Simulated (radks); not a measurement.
**Rb⁴⁺ in [Ar] 3d10 4s2 4p3: an all-electron calculation**

The task here is to estimate one member of a computed series from the others.

Program: radks (a radial shooting solver on a logarithmic mesh, Libxc functionals) version 1. Level of theory: scalar-relativistic Kohn-Sham, r2SCAN, spin-unpolarised, spherical densities, finite nucleus. These are calculated values, not measurements, unless marked.

## What is computed

| Quantity | Value |
| --- | --- |
| element | rubidium (Z = 37) |
| charge | +4 |
| electrons | 33 |
| configuration | [Ar] 3d10 4s2 4p3 |
| nuclear rms radius | 4.2036 fm |

The outer shells:

Rb⁴⁺
```
[Ar] core
3d [↑↓][↑↓][↑↓][↑↓][↑↓]
4s [↑↓]
4p [↑ ][↑ ][↑ ]
```

The first run:

Input:

```text
Z 37
configuration [Ar] 3d10 4s2 4p3 5s0 4d0 5p0 4f0
relativity scalar-relativistic
functional r2scan,r2scan
spin unpolarised
nucleus finite rms 4.2036 fm
c 137.035999084
```

Launch:

```console
> python run_ks.py task.json out
```

This one command runs every case of the session in turn.

One table of the session follows, with a row left open; its other results are not shown here.

It belongs to the step «Radial structure». Sizes of the orbitals, from the radial functions (bohr):

```
level     <r>  outermost maximum (interpolated)  90 % within  nodes
   1s       ?                                 ?            ?      ?
   2s  0.1777                             0.149        0.275      1
   2p  0.1551                             0.120        0.253      0
   3s  0.5089                             0.450        0.755      2
   3p  0.5172                             0.446        0.786      1
   3d  0.5224                             0.394        0.848      0
   4s   1.367                              1.23         1.98      3
   4p   1.515                              1.34         2.22      2
   4d   1.947                              1.68         2.92      1
   5s   3.049                              2.89         4.36      4
```

Q: Estimate the row for 1s from the others.

The run gave: <r>: 0.04030; outermost maximum (interpolated): 0.0263; 90 % within: 0.0721; nodes: 0. In the column «<r>» it is the lowest.

Caveats from the session: Spin polarisation and multiplet splitting are left out.
